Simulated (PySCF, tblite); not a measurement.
**C₄H₆O₂Si: geometry, infrared bands and NMR shifts**

Aim: predict the infrared bands and NMR shifts of C₄H₆O₂Si (`O=COC1=C[C@H]1[SiH3]`).

The runs use tblite 0.8.0 and PySCF 2.14.0, with density-fitted response routines of our own; the level of theory stands in each step. All values are computed, except where a source is named. Atoms are numbered from 0 throughout.

**1. Starting geometry**

13 atoms, charge 0, multiplicity 1; geometry from: force field or distance geometry start.

Bonds of the start (Å): O0–C1 1.23, C1–O2 1.35, O2–C3 1.39, C3–C4 1.34, C4–C5 1.43, C5–Si6 1.85, C5–C3 1.44, C1–H7 1.10, C4–H8 1.08, C5–H9 1.07, Si6–H10 1.49, Si6–H11 1.49, Si6–H12 1.48.

**2. Geometry optimisation with GFN2-xTB**

What the job is given:

```
{"job": {"kind": "relax", "xc": "GFN2-xTB", "basis": "xTB"}, "charge": 0, "multiplicity": 1}
O      2.816000     0.521200     0.790600
C      2.688100     0.107900    -0.359800
O      1.585500    -0.371700    -0.975900
C      0.498700    -0.334500    -0.115800
C     -0.309400    -1.402000     0.005300
C     -0.901200    -0.169200    -0.429500
Si    -1.927200     0.797700     0.771300
H      3.535600     0.057400    -1.061100
H     -0.111600    -2.346200    -0.490000
H     -1.154400    -0.072400    -1.468100
H     -1.541800     0.543600     2.185100
H     -3.361000     0.418400     0.623100
H     -1.821600     2.250300     0.507000
```

Run with:

```console
$ OMP_NUM_THREADS=1 python probes_run.py task.json out
```

One launch serves the whole session: the jobs run in the order shown.

**Question.** This job is followed by: GFN2-xTB harmonic vibrations, gas phase; GIAO PBE0/pcSseg-1 NMR shielding, non-relativistic, gas phase. What will the session give for the following? strongest single infrared mode (GFN2-xTB); zero-point energy (GFN2-xTB); ¹³C shifts against TMS (PBE0/pcSseg-1); ¹H shifts against TMS (PBE0/pcSseg-1, means over atoms taken as alike); ¹⁷O shifts against H2O (PBE0/pcSseg-1); ²⁹Si shifts against TMS (PBE0/pcSseg-1).

As calculated:

| quantity | value |
| --- | --- |
| strongest single infrared mode (GFN2-xTB) | 1783 cm⁻¹, 562 km/mol |
| zero-point energy (GFN2-xTB) | 51.9 kcal/mol |
| ¹³C shifts against TMS (PBE0/pcSseg-1) | 162.0, 141.6, 89.7, 13.3 ppm |
| ¹H shifts against TMS (PBE0/pcSseg-1, means over atoms taken as alike) | 8.23, 6.01, 3.90, 1.63 ppm |
| ¹⁷O shifts against H2O (PBE0/pcSseg-1) | 472.6, 238.3 ppm |
| ²⁹Si shifts against TMS (PBE0/pcSseg-1) | -66.0 ppm |

What this shows: Relaxing lowered the energy by 1.794 eV in 121 steps; the close pair that moved most is C4–C5, from 1.435 to 1.532 Å. All 33 modes are real, so the xTB geometry is a minimum. The strongest single mode, at 1783 cm⁻¹, moves mainly C1 and O0. Unscaled tight-binding wavenumbers are off by several per cent, some by more. Its intensities can rank the bands wrongly. At PBE0/pcSseg-1: The largest span, 737 ppm, is at O0, where the paramagnetic term is -536 ppm.
